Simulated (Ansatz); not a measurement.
# Cu: a tetragonal deformation path

One table from this session's results is given with a row withheld; the runs are named, their logs left out.

Method: DFT r2SCAN, scalar-relativistic, plane waves, PAW, in Ansatz 0.2.0.

## The system as given

It takes space group I4/mmm (No. 139, tetragonal). The conventional cell has a = 2.886 Å, b = 2.886 Å, c = 2.752 Å, α = 90.00°, β = 90.00°, γ = 90.00°. Around Cu (site symmetry 4/mmm) lie 10 Cu at 2.46 to 2.75 Å.

Coordinates:

```
Cu
1.0
    -1.44279    1.44279    1.37608
     1.44279   -1.44279    1.37608
     1.44279    1.44279   -1.37608
Cu
1
Direct
  0.00000 0.00000 0.00000
```

It goes back to an entry of the Materials Project, which need not be the stable form.

The cell is taken as given, not relaxed at this level.

## Zero of energy

The reference gives a free energy of -6631.2034 eV, pressure 0.29 GPa, largest force 0.000 eV/Å and gap on the mesh none (metal). It was computed beforehand with the settings of the runs below.

Set-up of the first run:

At fixed volume and fractional coordinates, lengths along (0.000, 0.000, 1.000) are scaled against those across it; ρ is that ratio over its starting value.

input.yaml

```yaml
crystal:
  lattice:
    - [-1.5231095727, 1.5231095727, 1.2347814342]
    - [1.5231095727, -1.5231095727, 1.2347814342]
    - [1.5231095727, 1.5231095727, -1.2347814342]
  atoms:
    - { symbol: Cu, position: [0.0, 0.0, 0.0] }
basis:
  ecutwfc: 500
kpoints:
  mp_grid: { grid: [26, 26, 26] }
hamiltonian:
  xc: r2scan
scf:
  occupations: { method: gaussian, width: 0.15 }
output:
  forces: true
  stress: true
  eigenvalues: true
```

Run with:

```console
$ ansatz run input.yaml --threads 1 --pin off --max-ram 2560MiB --backend cpu --events-out ev --progress --plain --runs-dir out
```

Steps of the session up to this table: Point ρ = 0.850; ρ = 1.200; At ρ = 0.920; ρ = 1.100; At ρ = 0.960; Point ρ = 1.050; Point ρ = 0.800; At ρ = 1.300.

One of the session's tables, all rows but one given; the rest of the session is left out.

It belongs to the step «The scan collected». Collected from the runs (energy zero: the undisturbed cell):

```
    ρ  ΔE (meV/atom)  pressure (GPa)
0.800           73.9             4.6
0.850              ?               ?
0.920            4.4             0.8
0.960            0.7             0.4
1.000            0.0             0.3
1.050            0.0             0.2
1.100           -0.8             0.3
1.200           -8.0             0.3
1.300          -20.6             0.1
```

Q: Estimate the row for ρ = 0.850 from the others.

Worked estimate for «ΔE (meV/atom)». A straight line through the neighbours (0.800, 73.9) and (0.920, 4.4) gives 73.9 + (4.4 − 73.9) × (0.850 − 0.800) / (0.920 − 0.800) = 44.9; a parabola fitted to 3 rows on both sides gives 34.3.

As computed: ΔE (meV/atom): 29.1; pressure (GPa): 2.4. In «ΔE (meV/atom)» the line misses by +15.8 and the parabola by +5.2.
